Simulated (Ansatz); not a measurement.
# KTmTe2: the cost of one run

Computed with Ansatz 0.2.0 (DFT PBE, scalar-relativistic, plane waves, PAW; 4f electrons in the core of a trivalent norm-conserving potential, unless a step's input says otherwise).

## Step 1: The starting structure

It takes space group P-3m1 (No. 164, trigonal). Conventional cell: a = 4.138 Å, b = 4.138 Å, c = 7.798 Å, α = 90.00°, β = 90.00°, γ = 120.00°. K (site symmetry -3m) has 6 Te at 3.33 Å in its first shell of neighbours. Around Tm (site symmetry -3m) lie 6 Te at 2.86 Å. Te (site symmetry 3m) has 3 Tm at 2.86 Å and 3 K at 3.33 Å in its first shell of neighbours.

As a file:

```
K Tm Te
1.0
     4.13819    0.00000    0.00000
    -2.06910    3.58378    0.00000
     0.00000    0.00000    7.79795
K Tm Te
1 1 2
Direct
  0.00000 0.00000 0.50000
  0.00000 0.00000 0.00000
  0.66667 0.33333 0.79796
  0.33333 0.66667 0.20204
```

A structure generator made this guess: species swapped into a database cell of NaVS2 (P-3m1, No. 164), with K on the Na sites, Tm on the V sites and Te on the S sites. Lengths come from tabulated atomic sizes and are only a guess.

## Step 2: The guess as it stands, on a coarse mesh

File input.yaml:

```yaml
crystal:
  lattice:
    - [4.13819443, 0.0, 0.0]
    - [-2.06909721, 3.5837815, 0.0]
    - [0.0, 0.0, 7.79795061]
  atoms:
    - { symbol: K, position: [0.0, 0.0, 0.5] }
    - { symbol: Tm, position: [0.0, 0.0, 0.0] }
    - { symbol: Te, position: [0.66666667, 0.33333333, 0.79795802] }
    - { symbol: Te, position: [0.33333333, 0.66666667, 0.20204198] }
basis:
  ecutwfc: 690
kpoints:
  mp_grid: { grid: [6, 6, 2] }
hamiltonian:
  xc: pbe
  pseudopotentials:
    kind: paw
    azcp: { Tm: "pseudopotentials/pbe/nc/lanthanide_3plus/Tm.nc.azcp" }
scf:
  occupations: { method: gaussian, width: 0.1 }
  lower_state_search: "off"
output:
  forces: true
  stress: true
  eigenvalues: true
```

The run is started by

```sh
$ ansatz run input.yaml --threads 1 --pin off --max-ram 2560MiB --backend cpu --events-out ev --progress --plain --runs-dir out
```

What time and memory should one allow on 1 thread of Arm Neoverse N1, shared host?

About 12 s, with a peak of 0.43 GiB.
